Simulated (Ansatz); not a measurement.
# F3Ga: the cost of one run

Computed with Ansatz 0.2.0 through its Python package. Level of theory: r2SCAN0/def2-SVP.

## (1) The structure

Bond lengths: F1–Ga2 1.864 Å, Ga2–F3 1.645 Å, Ga2–F4 1.882 Å. Angles: F1–Ga2–F3 156.0°, F1–Ga2–F4 99.0°, F3–Ga2–F4 99.4°.

The script holds or builds the structure itself.

## (2) The script

The input, scan.py:

```python
"""Potential curve of F3Ga along one bond."""

import ansatz as az
from ase import Atoms
import matplotlib.pyplot as plt
import numpy as np

params = {
    "basis_set": "def2-SVP",
    "xc": "r2scan0",
}


def main() -> None:
    atoms = Atoms(["F", "Ga", "F", "F"], positions=[
        (-0.2845, -1.8027, 0.4994),
        (0.313, -0.0662, 0.1777),
        (0.8303, 1.443, 0.577),
        (-0.8033, 0.3656, -1.2745),
    ])
    mol = az.Crystal.molecule_from_ase(atoms)

    symbols = [site.symbol for site in mol.cartesian_sites]
    start = np.array([site.position_ang for site in mol.cartesian_sites])
    axis = (start[0] - start[1]) / np.linalg.norm(start[0] - start[1])
    moving = [0]
    lengths, energies = [1.641, 1.715, 1.79, 1.864, 1.939, 2.014, 2.088, 2.2], []
    for length in lengths:
        xyz = start.copy()
        xyz[moving] += (length - np.linalg.norm(start[0] - start[1])) * axis
        point = az.Crystal.molecule()
        for symbol, place in zip(symbols, xyz):
            point = point.atom(symbol, place.tolist())
        model = point.calculation().basis(gaussian=params["basis_set"]).functional(params["xc"])
        rep = model.run(threads=1).report
        energies.append(rep["free_energy_ev"])
        print(f"r = {length:6.3f} A  E = {energies[-1]:.5f} eV  <S^2> = {abs(rep['mean_field']['state']['spin_squared']):.3f}")

    # quartic fit about the minimum
    fit = np.polynomial.Polynomial.fit(lengths, np.array(energies) - min(energies), 4).convert()
    roots = [r.real for r in fit.deriv().roots() if abs(r.imag) < 1e-9 and fit.deriv(2)(r.real) > 0]
    r_e = min(roots, key=lambda r: abs(r - lengths[int(np.argmin(energies))]))
    print(f"minimum of the fit at {r_e:.4f} A, force constant {fit.deriv(2)(r_e):.2f} eV/A^2")
    plt.figure(figsize=(4.5, 3))
    plt.plot(lengths, np.array(energies) - min(energies), "o-")
    plt.xlabel("bond length (A)")
    plt.ylabel("E - E(min) (eV)")
    plt.tight_layout()
    plt.savefig("scan.png", dpi=100)


if __name__ == "__main__":
    main()
```

## (3) The calls as engine input

The engine receives this input (first run):

```yaml
crystal:
  periodic: [false, false, false]
  atoms:
    - { symbol: F, position_ang: [-0.21290950231489916, -1.59463824396623, 0.4608549571459466] }
    - { symbol: Ga, position_ang: [0.313, -0.0662, 0.1777] }
    - { symbol: F, position_ang: [0.8303, 1.443, 0.577] }
    - { symbol: F, position_ang: [-0.8033, 0.3656, -1.2745] }
basis:
  gaussian:
    orbitals: def2-SVP
hamiltonian:
  xc: r2scan0
```

## (4) Running it

Command:

```bash
$ python scan.py
```

Q: Estimate wall time and peak memory on 1 thread of Intel Xeon 6975P-C (Granite Rapids), shared host.

About 14 s, with a peak of 0.27 GiB.
